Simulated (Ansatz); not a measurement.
# Platinum, omega (AlB2-type) under r²SCAN: ground state and equation of state

What does r²SCAN give for platinum in the omega (AlB2-type) structure? We relax it, solve it on a dense k-mesh, then scale the cell to 7 volumes from 88 to 112 % of the relaxed one and try a fit of the equation of state. The start is ferromagnetic. The k-meshes are 8×8×12 for the relaxation; 11×11×15 for the dense run; 11×11×15 for the volumes.

Program: Ansatz 0.2.0. Level of theory: DFT r2SCAN, plane waves (500 eV) with PAW, scalar-relativistic; PAW files made under PBE, frozen cores solved again for the functional. These are calculated values, not measurements.

## Step 1: The starting structure

The structure is hexagonal, space group P6/mmm (No. 191). The conventional cell has a = 4.402 Å, b = 4.402 Å, c = 2.698 Å, α = 90.00°, β = 90.00°, γ = 120.00°. Pt (site symmetry 6/mmm) is surrounded by 14 Pt at 2.70 to 2.88 Å. Pt (site symmetry -6m2) has 11 Pt at 2.54 to 2.88 Å as nearest neighbours.

Structure file:

```cif
data_structure
_symmetry_space_group_name_H-M 'P6/mmm'
_symmetry_Int_Tables_number 191
_cell_length_a 4.4020
_cell_length_b 4.4020
_cell_length_c 2.6984
_cell_angle_alpha 90.000
_cell_angle_beta 90.000
_cell_angle_gamma 120.000
_cell_volume 45.28
loop_
_atom_site_label
_atom_site_type_symbol
_atom_site_symmetry_multiplicity
_atom_site_Wyckoff_symbol
_atom_site_fract_x
_atom_site_fract_y
_atom_site_fract_z
_atom_site_occupancy
Pt1 Pt 1 a 0.00000 0.00000 0.00000 1
Pt2 Pt 2 d 0.33333 0.66667 0.50000 1
```

The atoms start with moments of +1 ×3 μB.

## Step 2: Geometry optimisation

Input file input.yaml:

```yaml
crystal:
  lattice:
    - [4.4020276304, 0.0, 0.0]
    - [-2.2010138152, 3.8122677561, 0.0]
    - [0.0, 0.0, 2.6984429374]
  atoms:
    - { symbol: Pt, position: [0.0, 0.0, 0.0], spin: 1.0 }
    - { symbol: Pt, position: [0.3333333333, 0.6666666667, 0.5], spin: 1.0 }
    - { symbol: Pt, position: [0.6666666667, 0.3333333333, 0.5], spin: 1.0 }
hamiltonian:
  xc: r2scan
  pseudopotentials:
    kind: paw
    azcp:
      Pt: "pseudopotentials/Pt.paw.azcp"
basis:
  ecutwfc: 500
  fft_grid_basis: typed
kpoints:
  mp_grid: { grid: [8, 8, 12], shift: [0, 0, 0] }
magnetization:
  spin_polarized: true
scf:
  occupations: { method: fermi_dirac, width: 0.05 }
relax:
  max_steps: 60
  f_tol: 0.01
  cell: {}
```

After this run come: Single point on a dense mesh; Equation of state: 88 %; Equation of state: 92 %; Equation of state: 96 %; Equation of state: 100 %; Equation of state: 104 %; Equation of state: 108 %; Equation of state: 112 %.

What does the calculation give? Wanted: space group; conventional cell; volume; shortest distance; gap on the mesh; magnetic state; relative to fcc.

**Answer**, as computed:

```
                      quantity                                   value
space group (spins left aside)                        P6/mmm (No. 191)
             conventional cell  a = 4.501 Å, c = 2.681 Å (c/a = 0.596)
                        volume                          15.677 Å³/atom
             shortest distance                                 2.598 Å
               gap on the mesh            none (levels filled in part)
                magnetic state   ferromagnetic, up to 0.25 μB per atom
               relative to fcc                           +149 meV/atom
```

From the guessed start the volume grew by 3.9 % in 5 steps. Against the reference form of platinum (fcc, computed apart with the same settings) it stands 149 meV/atom higher. The final state is ferromagnetic (largest moment 0.25 μB). Levels at the Fermi energy are filled in part, as in a metal. Relaxation kept the symmetry; phonons were not checked.
